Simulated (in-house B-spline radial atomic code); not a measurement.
**Rh¹¹⁺: excited configurations in jj coupling**

How much energy does it take to promote electrons of Rh¹¹⁺ to other shells? Each configuration is solved by itself and compared with the reference.

Program: in-house B-spline radial atomic code version 1. Level of theory: Dirac-Hartree-Fock, average of configuration, Fermi nucleus, basis-set limit. These are calculated values, not measurements, unless marked.

## Step 1: The system

```
element       : rhodium (Z = 45)
charge        : +11
electrons     : 34
configuration : 1s2 2s2 2p6 3s2 3p6 3d10 4s2 4p-2 4p+2
Hamiltonian   : Dirac-Coulomb
nucleus       : Fermi, rms radius 4.495 fm
```

In configurations, a minus sign after the shell means j = l − 1/2 and a plus sign j = l + 1/2; the count of electrons follows.

Input settings:

```ini
Z = 45
electrons = 34.0
configuration = 1s2 2s2 2p6 3s2 3p6 3d10 4s2 4p-2 4p+2
hamiltonian = dirac
method = hf
spin_polarised = False
nucleus = fermi
rms_radius = 4.4945
mass_number = 103
atomic_mass = 102.905494081
speed_of_light = 137.035999084
```

The reference is known from an earlier run: -4745.232586 hartree in all. Up to eight levels, counted from the top:

```
orbital  occupation  energy (eV)  <r> (bohr)
  3s1/2           2      -875.28      0.3864
  3p1/2           2      -769.58      0.3791
  3p3/2           4      -742.55      0.3900
  3d3/2           4      -557.09      0.3641
  3d5/2           6      -551.72      0.3674
  4s1/2           2      -294.29      0.9044
  4p1/2           2      -257.60      0.9426
  4p3/2           2      -253.16      0.9596
```

## Step 2: 1s2 2s2 2p6 3s2 3p6 3d10 4s2 4p+3 7d+1

Input settings:

```ini
Z = 45
electrons = 34.0
configuration = 1s2 2s2 2p6 3s2 3p6 3d10 4s2 4p+3 7d+1
hamiltonian = dirac
method = hf
spin_polarised = False
nucleus = fermi
rms_radius = 4.4945
mass_number = 103
atomic_mass = 102.905494081
speed_of_light = 137.035999084
```

## Step 3: Configuration 1s2 2s2 2p6 3s2 3p6 3d10 4s1 4p-2 4p+2 7d-1

The settings differ from step 2 so:

```diff
@@ -2,3 +2,3 @@
 electrons = 34.0
-configuration = 1s2 2s2 2p6 3s2 3p6 3d10 4s2 4p+3 7d+1
+configuration = 1s2 2s2 2p6 3s2 3p6 3d10 4s1 4p-2 4p+2 7d-1
 hamiltonian = dirac
```

## Step 4: 1s2 2s2 2p6 3s2 3p6 3d10 4s2 4p-2 4p+1 4f-1

The settings differ from step 3 so:

```diff
@@ -2,3 +2,3 @@
 electrons = 34.0
-configuration = 1s2 2s2 2p6 3s2 3p6 3d10 4s1 4p-2 4p+2 7d-1
+configuration = 1s2 2s2 2p6 3s2 3p6 3d10 4s2 4p-2 4p+1 4f-1
 hamiltonian = dirac
```

## Step 5: Run with 1s2 2s2 2p6 3s2 3p6 3d-4 3d+5 4s2 4p-2 4p+2 8s1

The settings differ from step 4 so:

```diff
@@ -2,3 +2,3 @@
 electrons = 34.0
-configuration = 1s2 2s2 2p6 3s2 3p6 3d10 4s2 4p-2 4p+1 4f-1
+configuration = 1s2 2s2 2p6 3s2 3p6 3d-4 3d+5 4s2 4p-2 4p+2 8s1
 hamiltonian = dirac
```

## Step 6: Run with 1s2 2s2 2p6 3s2 3p6 3d-3 3d+6 4s2 4p-1 4p+3 4f-1

The settings differ from step 5 so:

```diff
@@ -2,3 +2,3 @@
 electrons = 34.0
-configuration = 1s2 2s2 2p6 3s2 3p6 3d-4 3d+5 4s2 4p-2 4p+2 8s1
+configuration = 1s2 2s2 2p6 3s2 3p6 3d-3 3d+6 4s2 4p-1 4p+3 4f-1
 hamiltonian = dirac
```

## Step 7: Run with 1s2 2s2 2p6 3s2 3p6 3d10 4s2 4p+4

The settings differ from step 6 so:

```diff
@@ -2,3 +2,3 @@
 electrons = 34.0
-configuration = 1s2 2s2 2p6 3s2 3p6 3d-3 3d+6 4s2 4p-1 4p+3 4f-1
+configuration = 1s2 2s2 2p6 3s2 3p6 3d10 4s2 4p+4
 hamiltonian = dirac
```

**Question.** How far above the reference does each configuration lie (order and size, in eV)?

**Answer**, as computed:

| net move | configuration | energy above the reference (eV) | with Breit, QED, recoil (eV) | largest <r> (bohr) |
| --- | --- | --- | --- | --- |
| 2×4p1/2 → 2×4p3/2 | 1s2 2s2 2p6 3s2 3p6 3d10 4s2 4p+4 | 11.153 | 11.013 | 0.960 |
| 4p3/2 → 4f5/2 | 1s2 2s2 2p6 3s2 3p6 3d10 4s2 4p-2 4p+1 4f-1 | 113.29 | 113.17 | 1.20 |
| 2×4p1/2 → 4p3/2, 7d5/2 | 1s2 2s2 2p6 3s2 3p6 3d10 4s2 4p+3 7d+1 | 213.45 | 213.20 | 4.69 |
| 4s → 7d3/2 | 1s2 2s2 2p6 3s2 3p6 3d10 4s1 4p-2 4p+2 7d-1 | 243.76 | 243.54 | 4.67 |
| 3d3/2, 4p1/2 → 4f5/2, 4p3/2 | 1s2 2s2 2p6 3s2 3p6 3d-3 3d+6 4s2 4p-1 4p+3 4f-1 | 413.75 | 413.43 | 1.16 |
| 3d5/2 → 8s | 1s2 2s2 2p6 3s2 3p6 3d-4 3d+5 4s2 4p-2 4p+2 8s1 | 501.46 | 501.41 | 5.60 |

At the bottom stands 2×4p1/2 → 2×4p3/2 (11.153 eV), at the top 3d5/2 → 8s (501.46 eV). 2 of them lie more than 2 % above the ionisation threshold that Koopmans' theorem gives (253.16 eV), where such states can decay by emitting an electron. These are averages over configurations, without correlation, not spectroscopic levels.
